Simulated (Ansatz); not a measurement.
# CH6AlClSSi: the cost of one run

Program: Ansatz 0.2.0, Gaussian basis. Level of theory: the settings change from run to run. These are calculated values, not measurements.

## Step 1: The relaxed structure

The structure was relaxed beforehand with PBE0-D4 in a triple-zeta def2 set.

SMILES `[SiH3][CH](Cl)[AlH][SH]`, 11 atoms, charge 0, spin multiplicity 1.

Atoms are counted from 1 here; the program's logs count them from 0.

Bond lengths: Si1–C2 1.866 Å, Si1–H6 1.487 Å, Si1–H7 1.486 Å, Si1–H8 1.486 Å, C2–Cl3 1.855 Å, C2–Al4 1.960 Å, C2–H9 1.091 Å, Al4–S5 2.185 Å, Al4–H10 1.574 Å, S5–H11 1.345 Å. Angles: C2–Si1–H6 107.2°, C2–Si1–H7 109.7°, C2–Si1–H8 112.0°, H6–Si1–H7 109.5°, H6–Si1–H8 109.7°, H7–Si1–H8 108.7°, Si1–C2–Cl3 110.0°, Si1–C2–Al4 124.7°, Si1–C2–H9 112.8°, Cl3–C2–Al4 82.7°, Cl3–C2–H9 105.4°, Al4–C2–H9 114.8°, C2–Al4–S5 120.4°, C2–Al4–H10 120.4°, S5–Al4–H10 119.2°, Al4–S5–H11 93.9°.

## Step 2: revPBE0/cc-pVTZ-DK

Options: D3(BJ) with three-body dispersion, the search for lower states set to off.

The input, in.yaml:

```yaml
crystal:
  periodic: [false, false, false]
  atoms:
    - {symbol: Si, position_ang: [-1.420003, -0.233572, 0.775299]}
    - {symbol: C, position_ang: [0.421323, 0.062201, 0.833095]}
    - {symbol: Cl, position_ang: [1.328844, -1.545012, 0.649807]}
    - {symbol: Al, position_ang: [1.518213, 0.569743, -0.709725]}
    - {symbol: S, position_ang: [0.710750, 0.424556, -2.734455]}
    - {symbol: H, position_ang: [-2.082626, 1.087598, 0.939578]}
    - {symbol: H, position_ang: [-1.792953, -0.815156, -0.540204]}
    - {symbol: H, position_ang: [-1.869239, -1.157022, 1.849458]}
    - {symbol: H, position_ang: [0.754076, 0.474905, 1.786417]}
    - {symbol: H, position_ang: [2.965006, 1.153685, -0.500599]}
    - {symbol: H, position_ang: [-0.467891, -0.078826, -2.328069]}
basis:
  gaussian: {orbitals: cc-pVTZ-DK}
hamiltonian: {xc: {name: revPBE0}, dispersion: d3bjatm}
scf: {lower_state_search: off}
output: {forces: true}
```

The run is started by

```console
$ ansatz run in.yaml --threads 4 --pin off --events-out ev --progress --plain --max-ram 10444MiB
```

Q: Estimate wall time and peak memory on 4 threads of Intel Xeon Platinum 8375C at 2.90GHz, shared host.

About 7.5 s, with a peak of 0.87 GiB.
